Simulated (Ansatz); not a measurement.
**C6H18N4W: one species, many methods**

One table from this session's results is given with a row withheld; the runs are named, their logs left out.

Computed with Ansatz 0.2.0, Gaussian basis. Level: functionals in def2-TZVPP, the program's frozen cores in correlated methods.

Plan: LDA (SPW92), PBE-D4, revPBE-D4, BLYP-D4, r2SCAN-D4, B97M-V, PBE0-D4, B3LYP-D4, r2SCANh-D4, r2SCAN0-D4, HSE06-D4, BHLYP-D4, CAM-B3LYP-D4, LC-ωPBE, ωB97X-V, ωB97M-V, B2PLYP, PBE-QIDH; CCSD(T)/def2-SVP; CCSD(T)/def2-TZVPP; MP2/def2-QZVPP; extrapolation to the limit; RPA on PBE.

**Structure used throughout**

An earlier PBE0-D4 in a triple-zeta def2 set relaxation fixed the geometry. W takes the def2 core potential; no spin-orbit term is included.

29 atoms, charge 0, spin multiplicity 1.

Atoms are counted from 1 here; the program's logs count them from 0.

Bond lengths: C1–N2 1.416 Å, C1–H12 1.097 Å, C1–H13 1.097 Å, C1–H14 1.096 Å, N2–W3 1.764 Å, W3–N4 1.764 Å, W3–N6 1.970 Å, W3–N9 1.970 Å, N4–C5 1.416 Å, C5–H15 1.097 Å, C5–H16 1.097 Å, C5–H17 1.096 Å, N6–C7 1.444 Å, N6–C8 1.444 Å, C7–H18 1.090 Å, C7–H19 1.100 Å, C7–H20 1.100 Å, C8–H21 1.100 Å and more. Angles: N2–C1–H12 110.8°, N2–C1–H13 110.8°, N2–C1–H14 112.2°, H12–C1–H13 107.3°, H12–C1–H14 107.8°, H13–C1–H14 107.8°, C1–N2–W3 162.8°, N2–W3–N4 116.0°, N2–W3–N6 107.2°, N2–W3–N9 107.2°, N4–W3–N6 107.2°, N4–W3–N9 107.2°, N6–W3–N9 112.2°, W3–N4–C5 162.7°, N4–C5–H15 110.8°, N4–C5–H16 110.8°, N4–C5–H17 112.2°, H15–C5–H16 107.3° and more.

Set-up of the first run:

Contents of in.yaml:

```yaml
crystal:
  periodic: [false, false, false]
  atoms:
    - {symbol: C, position_ang: [1.311453, 1.982134, 2.355098]}
    - {symbol: N, position_ang: [0.831850, 1.041133, 1.411444]}
    - {symbol: W, position_ang: [-0.034505, 0.292440, 0.069631]}
    - {symbol: N, position_ang: [-1.113080, 1.349690, -0.841704]}
    - {symbol: C, position_ang: [-1.835724, 2.481994, -1.290813]}
    - {symbol: N, position_ang: [-1.138190, -1.154400, 0.823753]}
    - {symbol: C, position_ang: [-0.810894, -1.871336, 2.033183]}
    - {symbol: C, position_ang: [-2.368924, -1.622547, 0.232257]}
    - {symbol: N, position_ang: [1.318863, -0.385423, -1.190947]}
    - {symbol: C, position_ang: [2.651345, -0.785500, -0.806014]}
    - {symbol: C, position_ang: [1.094537, -0.540446, -2.608512]}
    - {symbol: H, position_ang: [1.071602, 1.665900, 3.377702]}
    - {symbol: H, position_ang: [2.402254, 2.078031, 2.290254]}
    - {symbol: H, position_ang: [0.878827, 2.977690, 2.203008]}
    - {symbol: H, position_ang: [-1.586387, 2.715464, -2.333198]}
    - {symbol: H, position_ang: [-2.916143, 2.297594, -1.246858]}
    - {symbol: H, position_ang: [-1.624040, 3.373209, -0.688862]}
    - {symbol: H, position_ang: [0.092054, -1.467112, 2.490255]}
    - {symbol: H, position_ang: [-0.645010, -2.939460, 1.831906]}
    - {symbol: H, position_ang: [-1.628738, -1.798862, 2.765197]}
    - {symbol: H, position_ang: [-2.291012, -2.676697, -0.070435]}
    - {symbol: H, position_ang: [-2.623326, -1.033611, -0.648683]}
    - {symbol: H, position_ang: [-3.200967, -1.547673, 0.947852]}
    - {symbol: H, position_ang: [2.822437, -1.852453, -1.009146]}
    - {symbol: H, position_ang: [2.815741, -0.611036, 0.257078]}
    - {symbol: H, position_ang: [3.408381, -0.219274, -1.368383]}
    - {symbol: H, position_ang: [1.837263, 0.028192, -3.187285]}
    - {symbol: H, position_ang: [1.178013, -1.593555, -2.913317]}
    - {symbol: H, position_ang: [0.102322, -0.184098, -2.884460]}
basis:
  gaussian: {orbitals: def2-TZVPP}
hamiltonian: {xc: lda}
output: {orbitals: {seedname: orbitals}}
```

Command:

```console
$ ansatz run in.yaml --threads 11 --pin off --events-out ev --progress --plain --max-ram 174080MiB --backend cuda --devices 0, --max-vram 75GiB
```

Among the steps run: LDA; PBE-D4 (GGA); revPBE-D4 (GGA); BLYP-D4 (GGA); r2SCAN-D4 (meta-GGA); B97M-V (meta-GGA); B3LYP-D4 (hybrid); r2SCANh-D4 (hybrid); r2SCAN0-D4 (hybrid); HSE06-D4 (hybrid); BHLYP-D4 (hybrid); CAM-B3LYP-D4 (range-separated); LC-ωPBE (range-separated); ωB97X-V (range-separated); ωB97M-V (range-separated); B2PLYP (double hybrid); PBE-QIDH (double hybrid).

One of the session's tables, all rows but one given; the rest of the session is left out.

It belongs to the step «Frontier levels by functional». 

| functional | HOMO (eV) | gap (eV) |
| --- | --- | --- |
| LDA (SPW92) | -4.58 | 3.71 |
| PBE-D4 | ? | ? |
| revPBE-D4 | -4.41 | 3.78 |
| BLYP-D4 | -4.36 | 3.78 |
| r2SCAN-D4 | -4.67 | 4.11 |
| B97M-V | -4.82 | 4.26 |
| PBE0-D4 | -5.62 | 5.75 |
| B3LYP-D4 | -5.43 | 5.34 |
| r2SCANh-D4 | -5.10 | 4.85 |
| r2SCAN0-D4 | -5.77 | 5.99 |
| HSE06-D4 | -5.23 | 4.98 |
| BHLYP-D4 | -6.72 | 7.63 |
| CAM-B3LYP-D4 | -6.88 | 7.93 |
| LC-ωPBE | -8.12 | 10.32 |
| ωB97X-V | -7.81 | 9.83 |
| ωB97M-V | -7.74 | 9.42 |

**Question.** Estimate the row for PBE-D4.

As computed: HOMO (eV): -4.47; gap (eV): 3.76. In the column «HOMO (eV)» it lies between LDA (SPW92) (-4.58) and revPBE-D4 (-4.41).
